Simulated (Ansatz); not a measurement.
**HfTi3O8: the cell at several levels of theory**

Aim: relax HfTi3O8, monoclinic host with PBE and r2SCAN and see how far the functionals disagree on the cell. This is a trial cell built on a prototype, not taken from a measured structure, and it needn't be the compound's ground state.

Code: Ansatz 0.2.0. PAW datasets, plane waves, zero pressure. Spin-unpolarised throughout. Whether this structure exists isn't addressed.

### Step 1. The cell

Space group P1 (No. 1), triclinic; a = 4.938 Å, b = 4.993 Å, c = 5.114 Å, α = 90.0°, β = 99.6°, γ = 90.0° in the conventional setting, 10.36 Å³ an atom. Hf has 7 O at 1.97–2.17 Å; Ti has 7 O at 1.97–2.17 Å; O has 1 Hf at 2.06 Å and 3 Ti at 2.09–2.17 Å.

Structure file:

```cif
data_structure
_symmetry_space_group_name_H-M 'P1'
_symmetry_Int_Tables_number 1
_cell_length_a 4.9379
_cell_length_b 4.9926
_cell_length_c 5.1143
_cell_angle_alpha 90.000
_cell_angle_beta 99.559
_cell_angle_gamma 90.000
_cell_volume 124.33
loop_
_atom_site_label
_atom_site_type_symbol
_atom_site_symmetry_multiplicity
_atom_site_Wyckoff_symbol
_atom_site_fract_x
_atom_site_fract_y
_atom_site_fract_z
_atom_site_occupancy
Hf1 Hf 1 a 0.27614 0.45806 0.70791 1
Ti1 Ti 1 a 0.72386 0.95806 0.79209 1
Ti2 Ti 1 a 0.72386 0.54194 0.29209 1
Ti3 Ti 1 a 0.27614 0.04194 0.20791 1
O1 O 1 a 0.44800 0.74253 0.97858 1
O2 O 1 a 0.55200 0.24253 0.52142 1
O3 O 1 a 0.55200 0.25747 0.02142 1
O4 O 1 a 0.44800 0.75747 0.47858 1
O5 O 1 a 0.06836 0.33076 0.34625 1
O6 O 1 a 0.93164 0.83076 0.15375 1
O7 O 1 a 0.93164 0.66924 0.65375 1
O8 O 1 a 0.06836 0.16924 0.84625 1
```

### Step 2. PBE: cell and atoms

Input file input.yaml:

```yaml
crystal:
  lattice:
    - [4.93787646, 0.0, 0.0]
    - [0.0, 4.99261356, 0.0]
    - [-0.84928653, 0.0, 5.04331742]
  atoms:
    - { symbol: Hf, position: [0.27613578, 0.45806468, 0.70790733] }
    - { symbol: Ti, position: [0.72386422, 0.95806468, 0.79209267] }
    - { symbol: Ti, position: [0.72386422, 0.54193532, 0.29209267] }
    - { symbol: Ti, position: [0.27613578, 0.04193532, 0.20790733] }
    - { symbol: O, position: [0.44799782, 0.74252595, 0.97857799] }
    - { symbol: O, position: [0.55200218, 0.24252595, 0.52142201] }
    - { symbol: O, position: [0.55200218, 0.25747405, 0.02142201] }
    - { symbol: O, position: [0.44799782, 0.75747405, 0.47857799] }
    - { symbol: O, position: [0.06836078, 0.33075888, 0.34625278] }
    - { symbol: O, position: [0.93163922, 0.83075888, 0.15374722] }
    - { symbol: O, position: [0.93163922, 0.66924112, 0.65374722] }
    - { symbol: O, position: [0.06836078, 0.16924112, 0.84625278] }
kpoints:
  mp_grid: { grid: [6, 6, 6] }
hamiltonian:
  xc: pbe
scf:
  occupations: { method: fermi_dirac, width: 0.02 }
relax:
  f_tol: 0.005
  cell: {}
```

After this run come: r2SCAN: cell and atoms.

Before running it: what results should come out? Wanted: for each run, a; b; c; α; β; γ; volume; space group.

**Answer**, as computed:

```
 level  a (Å)  b (Å)  c (Å)   α (°)   β (°)   γ (°)  volume (Å³/atom)  space group  SCF geometries
   PBE  4.938  4.952  5.286  98.512  91.802  91.669            10.642           P1              21
r2SCAN  4.884  4.898  5.225  97.649  90.819  91.929            10.314           P1              14
```

**Reading.** The first relaxation changed the volume by +2.7 % from the start. The volume runs from r2SCAN (least) to PBE (most), a spread of 3.2 %, or 1.0 % in length if all axes shared it alike. The meshes differ: PBE 6×6×6, r2SCAN 6×6×4.
